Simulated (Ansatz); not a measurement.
# GaO− (singlet): the correlation ladder, aug-cc-pVDZ

Aim: climb from Hartree-Fock through coupled cluster and multireference methods for GaO− (singlet) at one geometry and basis, and see what each rung misses.

Program: Ansatz 0.2.0, Gaussian basis. Level of theory: aug-cc-pVDZ, core rule «outside noble gas», up to 15 orbitals frozen. These are calculated values, not measurements.

Plan: UHF; CCSD(T) on RHF; BCCD(T) on RHF; CISD; CCSDT(Q) on RHF; CCSDTQ on RHF; CASSCF and MRCISD+Q, 10 electrons in 8 orbitals; CASSCF and NEVPT2, 10 electrons in 8 orbitals.

3 further runs of the same task are left out: 2 for a known fault of the program, 1 set aside as unsound or not needed.

### Step 1. The geometry

The geometry is a PBE0/def2-TZVPD stationary point (not a proven minimum). No spin-orbit coupling is included. The filled d shell of Ga may be among the frozen orbitals whatever the setting's name suggests; the logs give the count.

2 atoms, charge -1, spin multiplicity 1.

Atoms are counted from 1 here; the program's logs count them from 0.

Bond lengths: O1–Ga2 1.712 Å.

### Step 2. UHF

File in.yaml:

```yaml
crystal:
  periodic: [false, false, false]
  atoms:
    - {symbol: O, position_ang: [0.000000, 0.000000, 0.000000]}
    - {symbol: Ga, position_ang: [0.000000, 0.000000, 1.712200]}
basis:
  gaussian: {orbitals: aug-cc-pVDZ}
total_charge: -1
magnetization: {spin_polarized: true, initial_magnetization: 0}
hamiltonian: {xc: hf}
output: {orbitals: {seedname: orbitals}}
```

Started as:

```console
$ ansatz run in.yaml --threads 1 --pin off --events-out ev --progress --plain --max-ram 4096MiB --backend cpu
```

The runs that follow: CCSD(T) on RHF; BCCD(T) on RHF; CISD; CCSDT(Q) on RHF; CCSDTQ on RHF; CASSCF and MRCISD+Q, 10 electrons in 8 orbitals; CASSCF and NEVPT2, 10 electrons in 8 orbitals.

Before running them: what should the planned runs give, taken together? Wanted: RCCSDTQ below the RHF energy; RMP2 from RCCSDTQ; RCCSD from RCCSDTQ; RCCSD(T) from RCCSDTQ; RCCSDT(Q) from RCCSDTQ; NEVPT2 valence from RCCSDTQ; MRCISD+Q valence from RCCSDTQ; T1 diagnostic; effectively unpaired electrons.

As calculated:

| quantity | value |
| --- | --- |
| RCCSDTQ below the RHF energy | -8.3263 eV |
| RMP2 from RCCSDTQ | +33.3 kJ/mol |
| RCCSD from RCCSDTQ | +45.9 kJ/mol |
| RCCSD(T) from RCCSDTQ | +5.8 kJ/mol |
| RCCSDT(Q) from RCCSDTQ | -1.3 kJ/mol |
| NEVPT2 valence from RCCSDTQ | +119.3 kJ/mol |
| MRCISD+Q valence from RCCSDTQ | +7.8 kJ/mol |
| levels within 1 kcal/mol (43 meV) | RCCSDT(Q) |
| T1 diagnostic | 0.037 |
| effectively unpaired electrons | 0.05 |

What this shows: RCCSD(T) misses by +5.8 kJ/mol, 0.7 % of the correlation energy. One determinant dominates. Of the multireference levels listed MRCISD+Q valence comes nearest in total energy (+7.8 kJ/mol), which doesn't show that its space is the better one. These misses are within one basis, not against nature.
